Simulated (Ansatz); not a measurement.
# PtSe (Fm-3m) in Ansatz: further runs

Aim: see how the results for PtSe move with the level of theory and the settings. Levels: HSE03, HSEsol, PBE0. Tasks: relaxation of cell and atoms, single point.

Program: Ansatz 0.2.0. These are calculated values, not measurements. Logs are shortened: lines on timing, memory, paths and dates and some standing lists are left out, and cuts for length are marked.

## Step 1: The structure

Symmetry: Fm-3m, No. 225, cubic system. Conventional cell: a = 5.597 Å, b = 5.597 Å, c = 5.597 Å, α = 90.00°, β = 90.00°, γ = 90.00°. Around Pt (site symmetry m-3m) lie 6 Se at 2.80 Å. Around Se (site symmetry m-3m) lie 6 Pt at 2.80 Å.

The cell comes from a database or a generator and needn't be the stable form of this composition.

## Step 2: Relaxation of cell and atoms, HSE03

Contents of input.yaml:

```yaml
crystal:
  lattice:
    - [0.0, 2.79841113, 2.79841113]
    - [2.79841113, 0.0, 2.79841113]
    - [2.79841113, 2.79841113, 0.0]
  atoms:
    - { symbol: Pt, position: [0.5, 0.5, 0.5] }
    - { symbol: Se, position: [0.0, 0.0, 0.0] }
hamiltonian:
  xc: { exchange: pbe, correlation: pbe, exx: { coeff: 0.25, omega: 0.3 } }
  pseudopotentials: { kind: paw }
kpoints:
  mp_grid: { grid: [4, 4, 4] }
scf:
  occupations: { method: fermi_dirac, width: 0.05 }
output:
  forces: true
  stress: true
  eigenvalues: true
relax:
  f_tol: 0.01
  max_steps: 40
  cell: { stress_tol: 0.05 }
```

Potentials or basis: Ansatz PAW.

Run with:

```console
ansatz run input.yaml --threads 2 --pin off --max-ram 5632MiB --backend cpu --events-out ev --progress --plain --runs-dir out
```

What it wrote:

```text
Warning: RAYON_NUM_THREADS=2 ignored (pool sized by the plan → 2); use --threads N
Engine: ansatz 0.2.0, x86_64-unknown-linux-gnu
Pseudopotentials: kind: paw
Pseudopotential: Pt, paw, valence charge 18, recommended cutoff 420 eV (normal), Pt.paw.azcp
Pseudopotential: Se, paw, valence charge 16, recommended cutoff 420 eV (normal), Se.paw.azcp
Functional definition: unnamed
  parameter a_1 = 0.25
  parameter omega_1 = 0.3/angstrom
  exchange = pbe_x + (-a_1)*pbe_x_sr(omega_1) + a_1*exact_x_sr(omega_1)
  correlation = pbe_c
Crystal: 2 atoms, lattice volume = 43.829 Å³
Basis set: ecut = 420 eV, 869 PW (Γ), exchange–correlation on 54×54×54 points (8 copies of the dense FFT grid, shifted against one another)
Bands: 21, of which v1, the nominal top of the filled ones, is band 17 counted from 1 (16 counted from 0)
Symmetry: 48 space group operations
Space group: Fm-3m (ITA 225), of the structure as read, at distance tolerance 3.5e-5 Å
k-points: 8 of 64
Non-local potential: Pt, projectors of the file, l = 0: 3, l = 1: 2, l = 2: 2, l = 3: 1
Non-local potential: Se, projectors of the file, l = 0: 2, l = 1: 2, l = 2: 3, l = 3: 1
PAW form: soft (Blöchl's): semilocal exchange-correlation on the pseudo side does not see the compensation charge
PAW frozen core: Pt, regenerated for the run's functional, and the local potential with it (the file was generated under x = pbe(κ = 0.804, μ = 0.2195149727645171), c = pbe(β = 0.06672455060314922))
PAW frozen core: Se, regenerated for the run's functional, and the local potential with it (the file was generated under x = pbe(κ = 0.804, μ = 0.2195149727645171), c = pbe(β = 0.06672455060314922))
PAW one-centre angular grid: Pt, 590 points (default); XC on 64 Gauss nodes
PAW one-centre angular grid: Se, 590 points (default); XC on 64 Gauss nodes
Initial density: superposition of atomic densities (neutral atoms: chi_scale 0, normalization atom), corrected by the library's trained network
Initial wavefunctions: pseudopotential atomic-orbital guess
Functional: x = pbe(κ = 0.804, μ = 0.2195149727645171), c = pbe(β = 0.06672455060314922), warm-up for x = pbe(κ = 0.804, μ = 0.2195149727645171) + 0.25 (exact − pbe) at short range (hse, ω = 0.3 Å⁻¹), c = pbe(β = 0.06672455060314922)
SCF iter   1: F=—  HF=-17991.637764 eV  |F-HF|=—  |Δ(HF+E_count)|=         —  Δρ=7.76e-3  dr2=2.85e-2  ethr=1.77e-3  ⟨swp⟩=7.8  Hψ=662  notcnv=0
preconditioner: auto → none  [insulator: Δε(μ)=0.202 eV  Ē_g=8.576 eV  σ=0.050 eV  W_gap=0.51  n_scr=14 (ndim 8)  ℏωp=22.4 eV  f_vac=0.015  D(μ)=6.51/eV (n_scr^D=112)]
SCF iter   2: F=—  HF=-17991.639561 eV  |F-HF|=—  |Δ(HF+E_count)|=   1.80e-3  Δρ=7.33e-3  dr2=4.21e-2  ethr=8.38e-5  ⟨swp⟩=3.9  Hψ=444  notcnv=0
preconditioner: auto → Kerker (q_TF=auto, 2.615 Å⁻¹)  [metal: Δε(μ)=0.095 eV  Ē_g=8.857 eV  σ=0.050 eV  W_gap=0.40  n_scr=14 (ndim 8)  ℏωp=22.4 eV  f_vac=0.015  D(μ)=5.82/eV (n_scr^D=88)]
iter 3 solved again at ethr=2.23e-6 eV; its pass at ethr=8.38e-5 eV (dr2=7.59e-4 eV) is discarded
[... 239 lines left out ...]
hybrid outer 2: dexx = +9.694e-10 eV, tail = 3.47e-11 eV, Δε = 2.24e-4 eV (about 6.66e-6 eV left of the loop's levels)
relax step   6: F+E_penalty+E_count = -17995.54434425 eV  Δ(F+E_penalty+E_count) = +2.180e-3 eV  max|allowed force component| = 3.964e-29 eV/Å  Δτ_max = 0.0000 Å  P = -0.001 GPa  Ω = 36.039 Å³  stress off target by 8.02e-4 GPa  SCF on the basis re-selected at this cell (its energy is not comparable with the rows above)  (10 SCF iters)
basis re-selected at this cell: Δ(F+E_penalty+E_count) = +2.180e-3 eV, ΔP = +0.000 GPa vs the last step (what re-selecting the basis moved, of the pressure what is left beyond the Pulay correction that the steps carried, after the strain that the cell walked since its last selection, with what the two solves' SCF thresholds leave and, on support functions, any second-order correction that the steps lacked; it is no measure of the basis error at this ecutwfc). The dense FFT grid was sized anew with the basis: this SCF ran on 25×25×25 points, the steps before it on 27×27×27, so part of this shift can come from that change (see relax.cell in the input reference). This SCF's stress stands 8.02e-4 GPa from its target on what of the cell is left free (relax.cell.stress_tol is 5.00e-2 GPa) and its largest allowed force component is 3.96e-29 eV/Å (relax.f_tol is 1.00e-2 eV/Å): within both
hybrid SCF converged: 2 outer / 10 inner (+0 warm-up), last move |dexx| = 9.69e-10 eV, tail = 3.47e-11 eV
Stability not checked: this state was not tested for a lower state beside it, because the functional holds exact exchange (a hybrid, or Hartree-Fock), whose exchange loop this test does not read (fock_operator; see scf.lower_state_search)
Free energy (F): -17995.544344 eV
Frozen-core exchange: fock
Harris-Foulkes:  -17995.544344 eV  (|F-HF|=0.00e0)
Internal energy: -17995.511479 eV  (E = F + TS)
E sigma→0 (E₀):  -17995.527911 eV
Entropy (-TS):   -0.032866 eV (-16.433 meV/atom)
Fermi energy:    16.109302 eV
--- Per-component energies (eV) ---
  E_band       = -609.828643
  E_kinetic    = 757.497361
  E_local      = -3806.044830  (includes V_loc(G=0)·N_el)
  E_nonlocal   = -390.603798
  E_hartree    = 1695.291796
  E_xc         = -295.974988
  E_vxc        = -321.499164  (∫ρ·V_xc dr)
  E_exx        = -126.205795  (= α·E_x^exact, valence–valence)
  E_paw        = -11313.019106  (= ΣΔE_a)
  E_vpaw       = 12.650160  (= ΣTr[D̂ρ^β])
  E_aug_tail   = -0.000347  (compensation charges beyond the density's cutoff)
  E_ewald      = -4513.349057
  E_core_change = -3.102715  (= ΣΔE_core)
  E_smearing   = -0.032866  (= −TS)
  E_closure    = 0.000000  (closes the sum)
  Σ components = -17995.544344   (vs F -17995.544344, Δ=3.64e-12)
--- Forces (eV/Å), atoms counted from 1 ---
  atom   1  Pt     0.00000000     0.00000000    -0.00000000
  atom   2  Se    -0.00000000     0.00000000     0.00000000
  max |Σ_I F_I| component: 7.22e-29 eV/Å
--- Stress (GPa, compression-positive) ---
       -0.000802       0.000000      -0.000000
        0.000000      -0.000802       0.000000
        0.000000       0.000000      -0.000802
  P = ⅓ Tr σ = -0.0008 GPa (-0.008 kbar)
--- Band table (eV; the first three rows and the last of 8) ---
  k-point 0: bands = ["-86.4515", "-39.4309", "-39.4309", "-39.4309", "-36.7660", "-36.7660", "-36.7591", "-36.7591", "-36.7591", "-0.9350", "11.7648", "11.7648", "11.7648", "12.2118", "12.2118", "14.2855", "14.2855", "14.2855", "18.0274", "26.2219", "28.2325"]
  k-point 1: bands = ["-86.4515", "-39.4379", "-39.4339", "-39.4339", "-36.7636", "-36.7636", "-36.7586", "-36.7586", "-36.7586", "-0.1570", "9.5966", "10.4404", "10.4404", "12.3150", "12.3150", "13.1963", "16.9264", "16.9264", "20.9382", "24.2379", "25.4499"]
  k-point 2: bands = ["-86.4515", "-39.4449", "-39.4370", "-39.4370", "-36.7611", "-36.7611", "-36.7582", "-36.7582", "-36.7582", "0.9355", "7.2321", "9.5728", "9.5728", "12.8863", "12.8863", "13.5126", "19.2706", "19.2706", "19.6010", "22.6827", "22.6827"]
  k-point 7: bands = ["-86.4515", "-39.4393", "-39.4393", "-39.4389", "-36.7661", "-36.7625", "-36.7584", "-36.7584", "-36.7576", "0.8861", "9.4230", "9.8330", "9.8330", "13.2085", "13.3616", "13.3616", "14.0406", "14.3110", "21.8508", "24.4438", "25.2580"]
--- Relaxed structure (5 steps of the walk, 5 accepted, 1 SCFs on fresh bases) ---
  F+E_penalty+E_count = -17995.54434425 eV   max|allowed force component| = 3.964e-29 eV/Å   (the final SCF, on the basis selected at the relaxed cell)
  cell:  # Å, volume = 36.0388 Å³
    - [-1.6795834777150246e-33, 2.621683067785902, 2.621683067785902]
    - [2.621683067785902, 1.5475063222178613e-34, 2.621683067785902]
    - [2.621683067785902, 2.621683067785902, -5.6049092361851485e-34]
  atoms:
    - { symbol: Pt, position: [0.5, 0.5, 0.5] }
    - { symbol: Se, position: [1.2846822938138846e-33, -1.1929192728271857e-33, -1.3764453148006174e-33] }
```

Wall time 52 s (2 threads of Intel Xeon Platinum 8223CL at 3.00GHz (Skylake/Cascade Lake), shared host); peak memory 0.8 GiB.

What came out:

- Free energy: -17995.5443 eV
- Relaxed volume: 18.02 Å³/atom
- Relaxed cell: a = 3.708 Å, b = 3.708 Å, c = 3.708 Å, α = 60.00°, β = 60.00°, γ = 60.00°
- Space group after relaxing (to 0.05 Å): Fm-3m (No. 225)
- Energy gained by relaxing: 240.1 meV/atom
- Ionic steps: 6
- Pressure after relaxing: 0.0 GPa
- Band gap on the k mesh: none (metal or under the smearing width)

The path:
```csv
step,energy change (eV),largest force (eV/Å),volume (Å³)
1,0.0000,0.0000,43.83
2,-0.4511,0.0000,37.73
3,-0.4727,0.0000,35.15
4,-0.4824,0.0000,36.07
5,-0.4824,0.0000,36.04
6,-0.4802,0.0000,36.04
```

Final structure:
```cif
data_structure
_symmetry_space_group_name_H-M 'P 1'
_symmetry_Int_Tables_number 1
_cell_length_a 3.7076
_cell_length_b 3.7076
_cell_length_c 3.7076
_cell_angle_alpha 60.000
_cell_angle_beta 60.000
_cell_angle_gamma 60.000
_cell_volume 36.04
loop_
_atom_site_label
_atom_site_type_symbol
_atom_site_fract_x
_atom_site_fract_y
_atom_site_fract_z
_atom_site_occupancy
Pt1 Pt 0.50000 0.50000 0.50000 1
Se1 Se 0.00000 0.00000 0.00000 1
```

Levels at points of the mesh, in eV from the Fermi level:
```tsv
k point	band 13	band 14	band 15	band 16	band 17	band 18	band 19	band 20	band 21
(0.00, 0.00, 0.00)	-4.34	-3.90	-3.90	-1.82	-1.82	-1.82	1.92	10.11	12.12
(0.00, 0.00, -0.50)	-6.54	-3.22	-3.22	-2.60	3.16	3.16	3.49	6.57	6.57
(0.00, -0.50, -0.50)	-3.78	-3.78	-3.37	-2.90	-2.90	-1.55	0.31	8.87	12.33
```

Caveat: the k mesh is coarse (spacing up to 0.49 Å⁻¹), so the values aren't converged, least of all with exact exchange; the volume moved by over 15 % at a fixed basis, so the end points are rough; the plane-wave basis is chosen anew once the cell has moved, so the energies of steps on either side of that aren't comparable; the PAW data sets come from PBE, with cores solved anew for the run's functional, which leaves a small shift of forces and pressure.

## Step 3: Relaxation of cell and atoms, HSEsol

input.yaml: that of step 2 with these lines changed.

```diff
@@ -9,3 +9,6 @@
 hamiltonian:
-  xc: { exchange: pbe, correlation: pbe, exx: { coeff: 0.25, omega: 0.3 } }
+  xc:
+    exchange: hjs_pbesol
+    correlation: pbesol
+    exx: { coeff: 0.25, omega: 0.207 }
   pseudopotentials: { kind: paw }
```

Potentials or basis: Ansatz PAW.

Run with:

```console
ansatz run input.yaml --threads 2 --pin off --max-ram 5632MiB --backend cpu --events-out ev --progress --plain --runs-dir out
```

Wall time 50 s (2 threads of Intel Xeon Platinum 8223CL at 3.00GHz (Skylake/Cascade Lake), shared host); peak memory 0.8 GiB.

It converged, with:

* Free energy: -17859.9626 eV
* Relaxed volume: 17.47 Å³/atom
* Relaxed cell: a = 3.669 Å, b = 3.669 Å, c = 3.669 Å, α = 60.00°, β = 60.00°, γ = 60.00°
* Space group after relaxing (to 0.05 Å): Fm-3m (No. 225)
* Energy gained by relaxing: 340.8 meV/atom
* Ionic steps: 6
* Pressure after relaxing: 0.0 GPa
* Band gap on the k mesh: none (metal or under the smearing width)

The path:
```csv
step,energy change (eV),largest force (eV/Å),volume (Å³)
1,0.0000,0.0000,43.83
2,-0.5897,0.0000,37.73
3,-0.6228,0.0000,32.97
4,-0.6838,0.0000,35.06
5,-0.6841,0.0000,34.93
6,-0.6816,0.0000,34.93
```

Final structure:
```
CELL_PARAMETERS angstrom
0.00000 2.59462 2.59462
2.59462 0.00000 2.59462
2.59462 2.59462 0.00000
ATOMIC_POSITIONS crystal
Pt 0.50000 0.50000 0.50000
Se 0.00000 0.00000 0.00000
```

Levels at points of the mesh, in eV from the Fermi level:
| k point | band 13 | band 14 | band 15 | band 16 | band 17 | band 18 | band 19 | band 20 | band 21 |
| --- | --- | --- | --- | --- | --- | --- | --- | --- | --- |
| (0.00, 0.00, 0.00) | -4.67 | -4.17 | -4.17 | -1.90 | -1.90 | -1.90 | 2.17 | 10.07 | 12.44 |
| (0.00, 0.00, -0.50) | -6.93 | -3.46 | -3.46 | -2.79 | 3.45 | 3.45 | 3.50 | 6.67 | 6.67 |
| (0.00, -0.50, -0.50) | -4.01 | -4.01 | -3.65 | -3.12 | -3.12 | -1.59 | 0.42 | 9.11 | 12.65 |

Caveat: the k mesh is coarse (spacing up to 0.49 Å⁻¹), so the values aren't converged, least of all with exact exchange; the volume moved by over 15 % at a fixed basis, so the end points are rough; the plane-wave basis is chosen anew once the cell has moved, so the energies of steps on either side of that aren't comparable; the PAW data sets come from PBE, with cores solved anew for the run's functional, which leaves a small shift of forces and pressure.

## Step 4: Single point, PBE0

input.yaml: that of step 3 with these lines changed.

```diff
@@ -9,6 +9,3 @@
 hamiltonian:
-  xc:
-    exchange: hjs_pbesol
-    correlation: pbesol
-    exx: { coeff: 0.25, omega: 0.207 }
+  xc: pbe0
   pseudopotentials: { kind: paw }
@@ -22,5 +19 @@
   eigenvalues: true
-relax:
-  f_tol: 0.01
-  max_steps: 40
-  cell: { stress_tol: 0.05 }
```

Run with:

```console
ansatz run input.yaml --threads 2 --pin off --max-ram 5632MiB --backend cpu --events-out ev --progress --plain --runs-dir out
```

Wall time 8.9 s (2 threads of Arm Neoverse V2, shared host); peak memory 0.71 GiB.

The run converged. Its results:

* Free energy: -17992.0490 eV
* Pressure: -16.0 GPa
* Band gap on the k mesh: none (metal or under the smearing width)

Levels at points of the mesh, in eV from the Fermi level:
```csv
k point,band 14,band 15,band 16,band 17,band 18,band 19,band 20,band 21
"(0.00, 0.00, 0.00)",-3.08,-3.08,-1.73,-1.73,-1.73,1.32,11.12,12.00
"(0.00, 0.00, -0.50)",-2.84,-2.84,-2.41,2.89,2.89,4.27,7.32,7.32
"(0.00, -0.50, -0.50)",-3.26,-2.65,-2.63,-2.63,-1.68,0.77,8.99,11.57
```

Caveat: the k mesh is coarse (spacing up to 0.49 Å⁻¹), so the values aren't converged, least of all with exact exchange; so large a pressure means that the cell lies far from this level's equilibrium, or that cutoff or potentials fall short; the PAW data sets come from PBE, with cores solved anew for the run's functional, which leaves a small shift of forces and pressure; the thresholds are loose for stress. The run has no spin-orbit coupling, so splittings on Pt are missing.

## Step 5: Summary

```tsv
task	level	cell	gap on the mesh (eV)	pressure (GPa)	relaxed volume (Å³/atom)
relaxation of cell and atoms	HSE03	relaxed	none	0.0	18.02
relaxation of cell and atoms	HSEsol	relaxed	none	0.0	17.47
single point	PBE0	as given	none	-16.0	-
```

Alike in all rows: potentials or basis Ansatz PAW; no spin polarisation; k mesh 4 × 4 × 4; cutoff (eV) 420; smearing fermi-dirac 0.05 eV; the mesh is coarse, so values aren't converged.

Caveats: all runs use coarse meshes; the PAW data sets come from PBE, with cores solved anew for the run's functional, which leaves a small shift of forces and pressure; the volume moved by over 15 % at a fixed basis, so the end points are rough (some runs); the plane-wave basis is chosen anew once the cell has moved, so the energies of steps on either side of that aren't comparable (some runs); so large a pressure means that the cell lies far from this level's equilibrium, or that cutoff or potentials fall short (some runs); the thresholds are loose for stress (some runs).

Total energies depend on the potentials used, so only differences within one code and one set of settings carry meaning.
